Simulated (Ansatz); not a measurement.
# C2H6OSSi: the cost of one run

Program: Ansatz 0.2.0. Level of theory: RKS CAM-B3LYP/6-31G*. These are calculated values, not measurements.

### 1 The structure to begin with

Bond lengths: C1–C2 1.352 Å, C2–O3 1.388 Å, C2–Si4 1.834 Å, Si4–S5 2.159 Å, C1–H6 1.063 Å, C1–H7 1.107 Å, O3–H8 0.970 Å, Si4–H9 1.562 Å, Si4–H10 1.453 Å, S5–H11 1.362 Å. Angles: C1–C2–O3 118.3°, C1–C2–Si4 123.7°, O3–C2–Si4 118.0°, C2–C1–H6 123.1°, C2–C1–H7 118.6°, H6–C1–H7 117.4°, C2–O3–H8 112.9°, C2–Si4–S5 107.1°, C2–Si4–H9 108.1°, C2–Si4–H10 113.7°, S5–Si4–H9 107.3°, S5–Si4–H10 111.1°, H9–Si4–H10 109.4°, Si4–S5–H11 95.4°.

Structure file:

```xyz
11

C     0.3736    0.2121    1.8696
C     0.4049    0.2913    0.5205
O     1.1099    1.3359   -0.0601
Si   -0.3395   -0.9647   -0.5886
S    -0.4313   -0.0929   -2.5613
H    -0.2227   -0.4935    2.3961
H     0.8471    1.0201    2.4595
H     1.1588    1.2669   -1.0268
H    -1.8089   -1.2136   -0.1216
H     0.3813   -2.2263   -0.6074
H    -1.4080    0.8075   -2.2594
```

### 2 End point A

File input.yaml:

```yaml
crystal:
  periodic: [false, false, false]
  atoms:
    - { symbol: C, position_ang: [0.3736, 0.2121, 1.8696] }
    - { symbol: C, position_ang: [0.4049, 0.2913, 0.5205] }
    - { symbol: O, position_ang: [1.1099, 1.3359, -0.0601] }
    - { symbol: Si, position_ang: [-0.3395, -0.9647, -0.5886] }
    - { symbol: S, position_ang: [-0.4313, -0.0929, -2.5613] }
    - { symbol: H, position_ang: [-0.2227, -0.4935, 2.3961] }
    - { symbol: H, position_ang: [0.8471, 1.0201, 2.4595] }
    - { symbol: H, position_ang: [1.1588, 1.2669, -1.0268] }
    - { symbol: H, position_ang: [-1.8089, -1.2136, -0.1216] }
    - { symbol: H, position_ang: [0.3813, -2.2263, -0.6074] }
    - { symbol: H, position_ang: [-1.408, 0.8075, -2.2594] }
basis:
  gaussian: { orbitals: "6-31G*" }
hamiltonian:
  xc: cam_b3lyp
relax:
  f_tol: 0.02
  max_steps: 50
output:
  orbitals: {}
```

Started as:

```bash
> ansatz run input.yaml --threads 2 --pin off --max-ram 3072MiB --backend cpu --events-out ev --progress --plain --runs-dir out
```

**Question.** How long does this run take on 2 threads of Intel Xeon Platinum 8488C (Sapphire Rapids), shared host, and how much memory does it need?

About 32 s, with a peak of 0.27 GiB.
